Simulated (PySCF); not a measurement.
# CuOCl2: quartet, from a T-shaped (ligand arrangement 1) start

The task is one start of a wider search on CuOCl2: the quartet, from a T-shaped (ligand arrangement 1) start. It is relaxed, tested by its Hessian and followed downhill if it is a saddle.

Method: PBE0, basis Cu def2-TZVP, O def2-TZVP, Cl def2-TZVP, no relativity, density fitting; program: PySCF 2.14.0.

## (1) Starting geometry

4 atoms, charge 0, spin multiplicity 4.

Bond lengths: Cu1–O2 1.720 Å, Cu1–Cl3 2.110 Å, Cu1–Cl4 2.110 Å. Angles: O2–Cu1–Cl3 88.0°, O2–Cu1–Cl4 176.0°, Cl3–Cu1–Cl4 88.0°.

Z-matrix (Å, degrees; charge 0 multiplicity 4):
```
Cu
O  1 1.7200
Cl 1 2.1100 2 88.00
Cl 1 2.1100 3 88.00 2 180.00
```

## (2) Finding the electronic state

One driver script runs all steps and calls PySCF; scf.py shows how it sets up the SCF of each step. The optimiser is the driver's own. After this first run the driver tries any further starts and a stability analysis.

scf.py

```python
from pyscf import gto, scf, dft
mol = gto.M(atom='''
Cu     0.000000     0.000000     0.000000
O     -1.719000     0.000000     0.060000
Cl     0.000000     0.000000     2.110000
Cl     2.108700     0.000000     0.073600''',
    basis={'Cu': 'def2-TZVP', 'O': 'def2-TZVP', 'Cl': 'def2-TZVP'},
    charge=0, spin=3)
mf = dft.UKS(mol, xc='PBE0')
mf.grids.atom_grid = (50, 194)
aux = {'Cu': 'def2-universal-JKFIT', 'O': 'def2-universal-JKFIT', 'Cl': 'def2-universal-JKFIT'}
mf = mf.density_fit(auxbasis=aux)
mf.conv_tol = 1e-08
mf.diis_space = 10
mf.max_cycle = 60
mf.init_guess = 'minao'
mf.verbose = 4
mf.kernel()
```

Command:

```sh
$ OMP_NUM_THREADS=4 python axn.py task.json out
```

Standard output:

```text
init E= -2635.25630131656
[... the frontier-level lines of each cycle are left out ...]
cycle= 1 E= -2630.48118790887  delta_E= 4.78  |g|= 4.59  |ddm|= 1.73
cycle= 2 E= -2609.97512029427  delta_E= 20.5  |g|= 9.52  |ddm|= 9.34
cycle= 3 E= -2631.82336374423  delta_E= -21.8  |g|= 3.49  |ddm|= 8.21
cycle= 4 E= -2624.05963714135  delta_E= 7.76  |g|= 3.66  |ddm|= 4.12
cycle= 5 E= -2634.42965996352  delta_E= -10.4  |g|= 1.38  |ddm|= 4.05
cycle= 6 E= -2633.73604891608  delta_E= 0.694  |g|= 1.79  |ddm|= 1.87
cycle= 7 E= -2635.30269293552  delta_E= -1.57  |g|= 0.551  |ddm|= 1.14
cycle= 8 E= -2635.46646175617  delta_E= -0.164  |g|= 0.198  |ddm|= 0.409
cycle= 9 E= -2635.4912515493  delta_E= -0.0248  |g|= 0.0746  |ddm|= 0.205
cycle= 10 E= -2635.49285335538  delta_E= -0.0016  |g|= 0.0533  |ddm|= 0.0667
cycle= 11 E= -2635.49329483614  delta_E= -0.000441  |g|= 0.0392  |ddm|= 0.0471
cycle= 12 E= -2635.49383655039  delta_E= -0.000542  |g|= 0.0234  |ddm|= 0.0262
cycle= 13 E= -2635.49409926001  delta_E= -0.000263  |g|= 0.0183  |ddm|= 0.0188
cycle= 14 E= -2635.49444131602  delta_E= -0.000342  |g|= 0.00806  |ddm|= 0.041
cycle= 15 E= -2635.49456365935  delta_E= -0.000122  |g|= 0.00334  |ddm|= 0.0333
cycle= 16 E= -2635.49459146331  delta_E= -2.78e-05  |g|= 0.00122  |ddm|= 0.0146
cycle= 17 E= -2635.49459787779  delta_E= -6.41e-06  |g|= 0.00102  |ddm|= 0.00706
cycle= 18 E= -2635.49460005755  delta_E= -2.18e-06  |g|= 0.000482  |ddm|= 0.00435
cycle= 19 E= -2635.49460057423  delta_E= -5.17e-07  |g|= 0.000252  |ddm|= 0.00202
cycle= 20 E= -2635.49460066097  delta_E= -8.67e-08  |g|= 0.000198  |ddm|= 0.00125
cycle= 21 E= -2635.49460072187  delta_E= -6.09e-08  |g|= 8.34e-05  |ddm|= 0.000689
cycle= 22 E= -2635.49460073363  delta_E= -1.18e-08  |g|= 3.61e-05  |ddm|= 0.000292
cycle= 23 E= -2635.49460073728  delta_E= -3.65e-09  |g|= 3.86e-05  |ddm|= 0.000181
Extra cycle  E= -2635.49460073374  delta_E= 3.54e-09  |g|= 0.000105  |ddm|= 9.55e-05
converged SCF energy = -2635.49460073374  <S^2> = 3.768624  2S+1 = 4.0093012
```

This step, with its further starts and checks, took 28 s on 4 threads of Arm Neoverse V2, shared host.

The starts that the driver tried:

| start | energy (Eh) |
| --- | --- |
| the minimal-basis guess | -2635.494601 |
| a thermally smeared density | -2635.494601 |
| a smeared PBE density | -2635.494601 |

No lower solution of this spin turned up from the other starts or in the test of internal stability.

## (3) T-shaped (ligand arrangement 1) start, quartet: relaxation

The program finds Cs symmetry in the start, which this walk keeps.

scf.py: that of step 2 with these lines changed.

```diff
@@ -3,4 +3,4 @@
-Cu     0.000000     0.000000     0.000000
-O     -1.719000     0.000000     0.060000
-Cl     0.000000     0.000000     2.110000
-Cl     2.108700     0.000000     0.073600''',
+Cu    -0.310647     0.000000    -0.519391
+O     -2.029647     0.000000    -0.459391
+Cl    -0.310647     0.000000     1.590609
+Cl     1.798053     0.000000    -0.445791''',
@@ -16 +15,0 @@
-mf.init_guess = 'minao'
```

The optimiser's trace:

| step | energy (Eh) | change (kJ/mol) | largest symmetric gradient (Eh/bohr) |
| --- | --- | --- | --- |
| 0 | -2635.494601 | 0.00 | 0.02633 |
| 1 | -2635.497947 | -8.79 | 0.01361 |
| 2 | -2635.499750 | -13.52 | 0.00567 |
| 3 | -2635.500967 | -16.72 | 0.00782 |
| 4 | -2635.503178 | -22.52 | 0.01702 |
| 5 | -2635.505378 | -28.30 | 0.02119 |
| 6 | -2635.509267 | -38.51 | 0.01712 |
| 7 | -2635.511141 | -43.43 | 0.00646 |
| 8 | -2635.511500 | -44.37 | 0.00376 |
| 9 | -2635.511682 | -44.85 | 0.00430 |
| 10 | -2635.512281 | -46.42 | 0.00266 |
| 11 | -2635.512467 | -46.91 | 0.00212 |
| 12 | -2635.512555 | -47.14 | 0.00173 |
| 13 | -2635.512654 | -47.40 | 0.00189 |
| 14 | -2635.512696 | -47.51 | 0.00388 |
| 15 | -2635.512787 | -47.75 | 0.00073 |
| 16 | -2635.512803 | -47.79 | 0.00027 |
| 17 | -2635.512806 | -47.80 | 0.00016 |

The walk took 72 s.

After 17 steps and 47.8 kJ/mol it ends at Cs: Cu–Cl 2.074 Å, Cu–Cl 2.212 Å, Cu–O 1.874 Å; Cl–Cu–Cl 158.6°, Cl–Cu–O 68.5°, Cl–Cu–O 132.9°.

## (4) Frequencies

The point is checked on the finer grid, and tightened if its gradient asks for it. The Hessian and the dipole derivatives come from central differences of analytic gradients, with steps of 0.02 bohr.

scf.py: that of step 3 with these lines changed.

```diff
@@ -3,4 +3,4 @@
-Cu    -0.310647     0.000000    -0.519391
-O     -2.029647     0.000000    -0.459391
-Cl    -0.310647     0.000000     1.590609
-Cl     1.798053     0.000000    -0.445791''',
+Cu     0.084801     0.000000    -0.112393
+O     -1.744504     0.000000    -0.510656
+Cl    -1.144950     0.000000     1.727743
+Cl     1.789353     0.000000    -1.293505''',
@@ -10 +10 @@
-mf.grids.atom_grid = (50, 194)
+mf.grids.atom_grid = (75, 302)
@@ -13 +13 @@
-mf.conv_tol = 1e-08
+mf.conv_tol = 1e-10
```

This SCF starts from the last density.

SCF at the final geometry:

```text
init E= -2635.51281027371
[... the frontier-level lines of each cycle are left out ...]
cycle= 1 E= -2635.51281027361  delta_E= 1.01e-10  |g|= 2.39e-05  |ddm|= 1.05e-05
cycle= 2 E= -2635.51281027233  delta_E= 1.28e-09  |g|= 8.53e-05  |ddm|= 3.58e-05
cycle= 3 E= -2635.51281027371  delta_E= -1.38e-09  |g|= 1.29e-06  |ddm|= 2.76e-05
cycle= 4 E= -2635.51281027371  delta_E= -2.27e-12  |g|= 4.49e-07  |ddm|= 1.07e-06
Extra cycle  E= -2635.51281027371  delta_E= -2.27e-12  |g|= 9.71e-07  |ddm|= 1.16e-06
converged SCF energy = -2635.51281027371  <S^2> = 3.7668806  2S+1 = 4.0084314
```

The whole step took 2.1 min.

Geometry: Cs; Cu–Cl 2.074 Å, Cu–Cl 2.213 Å, Cu–O 1.872 Å; Cl–Cu–Cl 158.5°, Cl–Cu–O 68.5°, Cl–Cu–O 133.0°.

Harmonic modes (main isotopes):

```tsv
symmetry	ω (cm⁻¹)	IR (km/mol)	type
a'	50	4.8	bend
a''	109	8.2	bend
a'	221	5.1	bend
a'	291	9.7	stretch
a'	392	9.9	stretch
a'	495	47.8	stretch
```

Every mode is real; the point is a minimum.

Constants and moments:

```
Dipole moment                                                   : 0.74 D
Highest occupied level                                          : -8.89 eV
Lowest empty level                                              : -5.67 eV
Rotational constants                                            : 0.3403, 0.05183, 0.04498 cm⁻¹
Zero-point energy                                               : 9.3 kJ/mol
Principal polarisabilities                                      : 31.6, 56.5, 106.7 bohr³
Atomisation energy without zero-point energy                    : 670 kJ/mol
Principal traceless quadrupole moments about the centre of mass : -6.98, 2.97, 4.02 D Å
Entropy at 298.15 K and 1 bar (electronic part: spin only)      : 351.4 J/(mol K)
Heat capacity Cp at 298.15 K                                    : 75.8 J/(mol K)
Enthalpy at 298.15 K above 0 K                                  : 17.94 kJ/mol
Rotational symmetry number                                      : 1
Spin squared ⟨S²⟩                                               : 3.767
```

Charges (e) and bond orders:

```tsv
atom	Mulliken	Löwdin	polar tensor	spin (Mulliken)	Mayer order to Cu1
Cu1	0.49	-0.27	0.73	0.52	–
O2	-0.04	0.02	0.09	1.70	0.65
Cl3	-0.16	0.17	-0.35	0.56	0.71
Cl4	-0.29	0.08	-0.47	0.22	1.09
```

Outer orbital energies (eV). α occupied: -12.22, -11.79, -10.38, -10.07, -9.92, -9.52, -9.18, -9.12; empty: -0.69, 1.66, 2.12, 3.02. β occupied: -11.78, -11.47, -10.92, -10.46, -9.75, -9.50, -9.22, -8.89; empty: -5.67, -5.51, -4.63, -0.49.

Mulliken populations on Cu1: s 6.59, p 12.44, d 9.48, f 0.00.

## (5) What came out

| quantity | value |
| --- | --- |
| minimum | quartet, Cs |
| geometry | Cu–Cl 2.074 Å, Cu–Cl 2.213 Å, Cu–O 1.872 Å; Cl–Cu–Cl 158.5°, Cl–Cu–O 68.5°, Cl–Cu–O 133.0° |
| wavenumbers (cm⁻¹) | 50 (a'), 109 (a''), 221 (a'), 291 (a'), 392 (a'), 495 (a') |
| dipole moment | 0.74 D |
| highest occupied, lowest empty level (either spin) | -8.89, -5.67 eV |
| polar-tensor charge of Cu1 | +0.73 e |
| zero-point energy | 9.3 kJ/mol |
| entropy at 298.15 K | 351.4 J/(mol K) |
| atomisation energy (no zero-point energy) | 670 kJ/mol |
| ⟨S²⟩ | 3.767 |

In words: The molecule stays Cs, as typed, and the end point is a minimum. In the infrared the band at 495 cm⁻¹ (a', stretch) leads. Most of the spin sits on O2 (Mulliken spin 1.70, against 3 for the whole molecule). Other starts or spin states, not run here, may lie lower. Open d and f shells are described by one determinant, and the ground state may have another occupation or spin.

The search up to here took 3.7 min.
